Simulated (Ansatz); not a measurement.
Set up this calculation in Ansatz 0.2.0, as the native input.

```
Task                                : band structure
Functional                          : HSEsol
Potentials or basis                 : Ansatz PAW
Cutoff                              : 420 eV (not typed: the program's choice for these potentials)
k mesh                              : 5 × 5 × 4
Occupations                         : fermi-dirac, width 0.05 eV
Spin                                : no spin polarisation
Path                                : [["G", "M", "K", "G", "A", "L", "H", "A"], ["L", "M"], ["K", "H"]]
Points for each segment of the path : 4
```

The system is SiSe.

```
Si Se
1.0
     3.59520    0.00000    0.00000
    -1.79760    3.11353    0.00000
     0.00000    0.00000    3.59873
Si Se
1 1
Direct
  0.66667 0.33333 0.50000
  0.00000 0.00000 0.00000
```

The cell was built by a generator and needn't be a form met in nature.

These files were run (other wordings do the same):

input.yaml

```yaml
crystal:
  lattice:
    - [3.5952, 0.0, 0.0]
    - [-1.7976, 3.11353, 0.0]
    - [0.0, 0.0, 3.59873]
  atoms:
    - { symbol: Si, position: [0.66667, 0.33333, 0.5] }
    - { symbol: Se, position: [0.0, 0.0, 0.0] }
hamiltonian:
  xc:
    exchange: hjs_pbesol
    correlation: pbesol
    exx: { coeff: 0.25, omega: 0.207 }
  pseudopotentials: { kind: paw }
kpoints:
  mp_grid: { grid: [5, 5, 4] }
  band_path:
    path:
      - [[0.0, 0.0, 0.0], [0.5, 0.0, 0.0], [0.3333333333, 0.3333333333, 0.0], [0.0, 0.0, 0.0], [0.0, 0.0, 0.5], [0.5, 0.0, 0.5], [0.3333333333, 0.3333333333, 0.5], [0.0, 0.0, 0.5]]
      - [[0.5, 0.0, 0.5], [0.5, 0.0, 0.0]]
      - [[0.3333333333, 0.3333333333, 0.0], [0.3333333333, 0.3333333333, 0.5]]
    npoints: 4
scf:
  occupations: { method: fermi_dirac, width: 0.05 }
  n_extra_bands: 6
output:
  forces: true
  stress: true
  eigenvalues: true
  fatbands: false
```

Potentials or basis: Ansatz PAW.

Launch:

```console
$ ansatz run input.yaml --threads 2 --pin off --max-ram 5632MiB --backend cpu --events-out ev --progress --plain --runs-dir out
```

Results of the run:

```
Pressure               : -4.4 GPa
Band gap on the k mesh : none (metal or under the smearing width)
```

Caveat: the k mesh is coarse (spacing up to 0.44 Å⁻¹), so the values aren't converged, least of all with exact exchange; the PAW data sets come from PBE, with cores solved anew for the run's functional, which leaves a small shift of forces and pressure; the thresholds are loose for stress.

It took 68 s on 2 threads of Arm Neoverse V2, on a shared host, peak memory 0.74 GiB.
